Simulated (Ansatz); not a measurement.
# Gd2NbO: the cost of one run

Program: Ansatz 0.2.0. Level of theory: DFT PBE, scalar-relativistic, plane waves, PAW. These are calculated values, not measurements.

### 1 The system as given

It takes space group P4/mmm (No. 123, tetragonal). The conventional cell has a = 3.418 Å, b = 3.418 Å, c = 6.611 Å, α = 90.00°, β = 90.00°, γ = 90.00°. Gd (site symmetry 4/mmm) has 4 Nb at 2.42 Å in its first shell of neighbours. Gd (site symmetry 4/mmm) is surrounded by 4 O at 2.42 Å. Nb (site symmetry 4/mmm) is surrounded by 4 Gd at 2.42 Å. O (site symmetry 4/mmm) has 4 Gd at 2.42 Å in its first shell of neighbours.

Structure file:

```
Gd Nb O
1.0
     3.41757    0.00000    0.00000
     0.00000    3.41757    0.00000
     0.00000    0.00000    6.61106
Gd Nb O
2 1 1
Direct
  0.00000 0.00000 0.50000
  0.00000 0.00000 0.00000
  0.50000 0.50000 0.50000
  0.50000 0.50000 0.00000
```

A structure generator made this guess: random cell by space group and Wyckoff sites (P4/mmm, No. 123). Lengths come from tabulated atomic sizes and are only a guess.

### 2 A first look at the guess

input.yaml

```yaml
crystal:
  lattice:
    - [3.4175656, 0.0, 0.0]
    - [0.0, 3.4175656, 0.0]
    - [0.0, 0.0, 6.61106294]
  atoms:
    - { symbol: Gd, position: [0.0, 0.0, 0.5], spin: 7.0 }
    - { symbol: Gd, position: [0.0, 0.0, 0.0], spin: 7.0 }
    - { symbol: Nb, position: [0.5, 0.5, 0.5] }
    - { symbol: O, position: [0.5, 0.5, 0.0] }
basis:
  ecutwfc: 420
kpoints:
  mp_grid: { grid: [6, 6, 4] }
hamiltonian:
  xc: pbe
scf:
  occupations: { method: gaussian, width: 0.1 }
  lower_state_search: "off"
output:
  forces: true
  stress: true
  eigenvalues: true
  populations: true
magnetization:
  spin_polarized: true
```

Run with:

```bash
$ ansatz run input.yaml --threads 1 --pin off --max-ram 2560MiB --backend cpu --events-out ev --progress --plain --runs-dir out
```

What time and memory should one allow on 1 thread of Arm Neoverse V2, shared host?

About 23 s, with a peak of 0.44 GiB.
